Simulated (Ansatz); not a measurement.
# Cl3HSZr: one species, many methods

One table from this session's results is given with a row withheld; the runs are named, their logs left out.

The runs use Ansatz 0.2.0, Gaussian basis; functionals in def2-TZVPP, the program's frozen cores in correlated methods.

The runs, in order: LDA (SPW92), PBE-D4, revPBE-D4, BLYP-D4, r2SCAN-D4, B97M-V, PBE0-D4, B3LYP-D4, r2SCANh-D4, r2SCAN0-D4, HSE06-D4, BHLYP-D4, CAM-B3LYP-D4, LC-ωPBE, ωB97X-V, ωB97M-V, B2PLYP, PBE-QIDH; CCSD(T)/def2-SVP; CCSD(T)/def2-TZVPP; MP2/def2-QZVPP; extrapolation to the limit; RPA on PBE.

### The geometry

All runs share one geometry, relaxed beforehand with PBE0-D4 in a triple-zeta def2 set. Zr takes the def2 core potential; no spin-orbit term is included.

SMILES `[SH][Zr]([Cl])([Cl])[Cl]`, 6 atoms, charge 0, spin multiplicity 1.

Atoms are counted from 1 here; the program's logs count them from 0.

Bond lengths: S1–Zr2 2.411 Å, S1–H6 1.350 Å, Zr2–Cl3 2.316 Å, Zr2–Cl4 2.324 Å, Zr2–Cl5 2.324 Å. Angles: Zr2–S1–H6 90.0°, S1–Zr2–Cl3 106.0°, S1–Zr2–Cl4 108.9°, S1–Zr2–Cl5 108.9°, Cl3–Zr2–Cl4 112.3°, Cl3–Zr2–Cl5 112.3°, Cl4–Zr2–Cl5 108.4°.

Set-up of the first run:

in.yaml reads:

```yaml
crystal:
  periodic: [false, false, false]
  atoms:
    - {symbol: S, position_ang: [-1.764391, 0.868435, -0.029216]}
    - {symbol: Zr, position_ang: [0.503282, 0.052351, 0.049147]}
    - {symbol: Cl, position_ang: [1.829849, 1.899002, 0.490404]}
    - {symbol: Cl, position_ang: [0.662287, -1.565890, 1.709051]}
    - {symbol: Cl, position_ang: [1.018386, -0.934901, -1.990322]}
    - {symbol: H, position_ang: [-2.207313, -0.382897, -0.275163]}
basis:
  gaussian: {orbitals: def2-TZVPP}
hamiltonian: {xc: lda}
output: {orbitals: {seedname: orbitals}}
```

Steps of the session up to this table: LDA; PBE-D4 (GGA); revPBE-D4 (GGA); BLYP-D4 (GGA); r2SCAN-D4 (meta-GGA); B97M-V (meta-GGA); PBE0-D4 (hybrid); B3LYP-D4 (hybrid); r2SCANh-D4 (hybrid); r2SCAN0-D4 (hybrid); HSE06-D4 (hybrid); BHLYP-D4 (hybrid); CAM-B3LYP-D4 (range-separated); LC-ωPBE-D4 (range-separated; the results give it without D4); ωB97X-V (range-separated); ωB97M-V (range-separated); B2PLYP (double hybrid); PBE-QIDH (double hybrid).

One of the session's tables, all rows but one given; the rest of the session is left out.

It belongs to the step «Orbital energies across the functionals». 

```
  functional  HOMO (eV)  LUMO (eV)  gap (eV)
 LDA (SPW92)      -7.23      -3.74      3.49
      PBE-D4      -7.07      -3.52      3.56
   revPBE-D4      -7.02      -3.44      3.58
     BLYP-D4      -6.88      -3.36      3.52
   r2SCAN-D4      -7.39      -3.40      3.98
      B97M-V      -7.43      -3.34      4.10
     PBE0-D4      -8.29      -2.74      5.55
    B3LYP-D4          ?          ?         ?
  r2SCANh-D4      -7.83      -3.11      4.72
  r2SCAN0-D4      -8.49      -2.65      5.84
    HSE06-D4      -7.89      -3.11      4.78
    BHLYP-D4      -9.33      -1.75      7.57
CAM-B3LYP-D4      -9.56      -1.64      7.92
     LC-ωPBE     -10.97      -0.56     10.41
     ωB97X-V     -10.60      -0.61      9.98
     ωB97M-V     -10.41      -0.65      9.76
```

Estimate the missing values for B3LYP-D4.

Worked estimate for «HOMO (eV)». Against the share of exact exchange, BLYP-D4 (0, -6.88), BHLYP-D4 (0.5, -9.33) give a slope of -4.90 per unit share; at 0.2 the line stands at -7.86.

The run gave: HOMO (eV): -8.02; LUMO (eV): -2.91; gap (eV): 5.11. In «HOMO (eV)» the line misses by +0.16.
